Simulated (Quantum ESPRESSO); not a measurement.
Here is a Quantum ESPRESSO 7.5 calculation.

File pw.in:

```
&CONTROL
  calculation = 'scf'
  prefix = 'pwscf'
  outdir = './tmp'
  pseudo_dir = './pseudo'
  tprnfor = .true.
  tstress = .true.
  disk_io = 'low'
/
&SYSTEM
  ibrav = 0
  nat = 2
  ntyp = 2
  ecutwfc = 76
  nbnd = 24
  input_dft = 'pbe'
  occupations = 'smearing'
  smearing = 'mv'
  degauss = 0.00999582
  vdw_corr = 'grimme-d3'
  dftd3_version = 3
/
&ELECTRONS
  conv_thr = 4d-10
  electron_maxstep = 120
  mixing_beta = 0.5
  diago_david_ndim = 4
/
ATOMIC_SPECIES
W    183.8400 W.upf
Au   196.9666 Au.upf
CELL_PARAMETERS angstrom
   0.0000000000    2.7479792600    2.7479792600
   2.7479792600    0.0000000000    2.7479792600
   2.7479792600    2.7479792600    0.0000000000
ATOMIC_POSITIONS crystal
W      0.0000000000    0.0000000000    0.0000000000
Au     0.7500000000    0.7500000000    0.7500000000
K_POINTS automatic
8 8 8 0 0 0
```

The input bands.in:

```
&CONTROL
  calculation = 'bands'
  prefix = 'pwscf'
  outdir = './tmp'
  pseudo_dir = './pseudo'
  disk_io = 'low'
  verbosity = 'high'
/
&SYSTEM
  ibrav = 0
  nat = 2
  ntyp = 2
  ecutwfc = 76
  nbnd = 24
  input_dft = 'pbe'
  occupations = 'smearing'
  smearing = 'mv'
  degauss = 0.00999582
  vdw_corr = 'grimme-d3'
  dftd3_version = 3
/
&ELECTRONS
  conv_thr = 1d-08
  electron_maxstep = 120
  mixing_beta = 0.5
  diago_david_ndim = 4
  diago_full_acc = .true.
/
ATOMIC_SPECIES
W    183.8400 W.upf
Au   196.9666 Au.upf
CELL_PARAMETERS angstrom
   0.0000000000    2.7479792600    2.7479792600
   2.7479792600    0.0000000000    2.7479792600
   2.7479792600    2.7479792600    0.0000000000
ATOMIC_POSITIONS crystal
W      0.0000000000    0.0000000000    0.0000000000
Au     0.7500000000    0.7500000000    0.7500000000
K_POINTS crystal
60
 0.0000000000  0.0000000000  0.0000000000 1
 0.0625000000  0.0000000000  0.0625000000 1
 0.1250000000  0.0000000000  0.1250000000 1
 0.1875000000  0.0000000000  0.1875000000 1
 0.2500000000  0.0000000000  0.2500000000 1
 0.3125000000  0.0000000000  0.3125000000 1
 0.3750000000  0.0000000000  0.3750000000 1
 0.4375000000  0.0000000000  0.4375000000 1
 0.5000000000  0.0000000000  0.5000000000 1
 0.5000000000  0.0625000000  0.5625000000 1
 0.5000000000  0.1250000000  0.6250000000 1
 0.5000000000  0.1875000000  0.6875000000 1
 0.5000000000  0.2500000000  0.7500000000 1
 0.4375000000  0.3125000000  0.7500000000 1
 0.3750000000  0.3750000000  0.7500000000 1
 0.3375000000  0.3375000000  0.6750000000 1
 0.3000000000  0.3000000000  0.6000000000 1
 0.2625000000  0.2625000000  0.5250000000 1
 0.2250000000  0.2250000000  0.4500000000 1
 0.1875000000  0.1875000000  0.3750000000 1
 0.1500000000  0.1500000000  0.3000000000 1
 0.1125000000  0.1125000000  0.2250000000 1
 0.0750000000  0.0750000000  0.1500000000 1
 0.0375000000  0.0375000000  0.0750000000 1
 0.0000000000  0.0000000000  0.0000000000 1
 0.0625000000  0.0625000000  0.0625000000 1
 0.1250000000  0.1250000000  0.1250000000 1
 0.1875000000  0.1875000000  0.1875000000 1
 0.2500000000  0.2500000000  0.2500000000 1
 0.3125000000  0.3125000000  0.3125000000 1
 0.3750000000  0.3750000000  0.3750000000 1
 0.4375000000  0.4375000000  0.4375000000 1
 0.5000000000  0.5000000000  0.5000000000 1
 0.5250000000  0.4500000000  0.5250000000 1
 0.5500000000  0.4000000000  0.5500000000 1
 0.5750000000  0.3500000000  0.5750000000 1
 0.6000000000  0.3000000000  0.6000000000 1
 0.6250000000  0.2500000000  0.6250000000 1
 0.5833333333  0.2500000000  0.6666666667 1
 0.5416666667  0.2500000000  0.7083333333 1
 0.5000000000  0.2500000000  0.7500000000 1
 0.5000000000  0.2857142857  0.7142857143 1
 0.5000000000  0.3214285714  0.6785714286 1
 0.5000000000  0.3571428571  0.6428571429 1
 0.5000000000  0.3928571429  0.6071428571 1
 0.5000000000  0.4285714286  0.5714285714 1
 0.5000000000  0.4642857143  0.5357142857 1
 0.5000000000  0.5000000000  0.5000000000 1
 0.4821428571  0.4821428571  0.5357142857 1
 0.4642857143  0.4642857143  0.5714285714 1
 0.4464285714  0.4464285714  0.6071428571 1
 0.4285714286  0.4285714286  0.6428571429 1
 0.4107142857  0.4107142857  0.6785714286 1
 0.3928571429  0.3928571429  0.7142857143 1
 0.3750000000  0.3750000000  0.7500000000 1
 0.6250000000  0.2500000000  0.6250000000 1
 0.5937500000  0.1875000000  0.5937500000 1
 0.5625000000  0.1250000000  0.5625000000 1
 0.5312500000  0.0625000000  0.5312500000 1
 0.5000000000  0.0000000000  0.5000000000 1
```

Potentials or basis: PseudoDojo 0.4.1 SR PBEsol standard.

Launch:

```bash
$ OMP_NUM_THREADS=1 pw.x -in pw.in > pw.out
$ OMP_NUM_THREADS=1 pw.x -in bands.in > bands.out
```

(1) Estimate the pressure.

(2) Predict the band gap on the k mesh.

Answers

(1) 25.9 GPa.

(2) none (metal or under the smearing width).

Caveat: the potentials were made for another functional, which shifts forces and pressure; so large a pressure means that the cell lies far from this level's equilibrium, or that cutoff or potentials fall short; spin-orbit coupling is left out, which moves the levels of the heavy elements; pairwise dispersion overbinds metals, which lowers pressure and volume.
